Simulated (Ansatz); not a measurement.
Runs of Ansatz 0.2.0 on PtSe. Symmetry: P-6m2, No. 187, hexagonal system. Conventional cell: a = 3.702 Å, b = 3.702 Å, c = 3.613 Å, α = 90.00°, β = 90.00°, γ = 120.00°. Around Pt (site symmetry -6m2) lie 6 Se at 2.80 Å. Se (site symmetry -6m2) has 6 Pt at 2.80 Å as nearest neighbours. The cell comes from a database or a generator and needn't be the stable form of this composition.

```csv
task,level,cell,screening (1/Å),share of exact exchange,points for each segment of the path,gap on the mesh (eV),pressure (GPa),relaxed volume (Å³/atom)
single point,HSE06 form with a typed share of exact exchange,as given,0.2,0.3,-,none,-16.2,-
single point,HSE06 form with a typed share of exact exchange,as given,0.2,0.1,-,none,(a),-
relaxation of cell and atoms,HF,relaxed,-,-,-,none,0.0,19.59
single point,B3LYP,as given,-,-,-,none,-8.8,-
single point,HSE06 form with a typed share of exact exchange,as given,0.2,0.2,-,none,(c),-
single point,HSE06 form with a typed share of exact exchange,as given,0.2,0.05,-,none,-12.3,-
relaxation of cell and atoms,PBEsol0,relaxed,-,-,-,none,0.0,17.85
single point,PBE0,as given,-,-,-,none,-15.5,-
single point,HSE06 form with a typed share of exact exchange,as given,0.2,0.15,-,none,-14.0,-
single point,HF,as given,-,-,-,none,-9.1,-
relaxation of cell and atoms,HSEsol,relaxed,-,-,-,none,0.0,(b)
band structure,HSE03,as given,-,-,4,none,-15.0,-
```

Alike in all rows: potentials or basis Ansatz PAW; no spin polarisation; k mesh 4 × 4 × 4; cutoff (eV) 420; smearing fermi-dirac 0.05 eV; the mesh is coarse, so values aren't converged.

Question: Fill in the values left out.

Answer: (a) -13.2; (b) 18.15; (c) -14.7.

Caveats: all runs use coarse meshes; the PAW data sets come from PBE, with cores solved anew for the run's functional, which leaves a small shift of forces and pressure; the thresholds are loose for stress (some runs); the plane-wave basis is chosen anew once the cell has moved, so the energies of steps on either side of that aren't comparable (some runs); the volume moved by over 15 % at a fixed basis, so the end points are rough (some runs); so large a pressure means that the cell lies far from this level's equilibrium, or that cutoff or potentials fall short (some runs); spin-orbit coupling is left out, which moves the levels of the heavy elements (some runs).

A k mesh can miss the band edges, and the runs leave out spin-orbit coupling on Pt, Se.

A gap of «none» marks a metal or a gap under the smearing width.
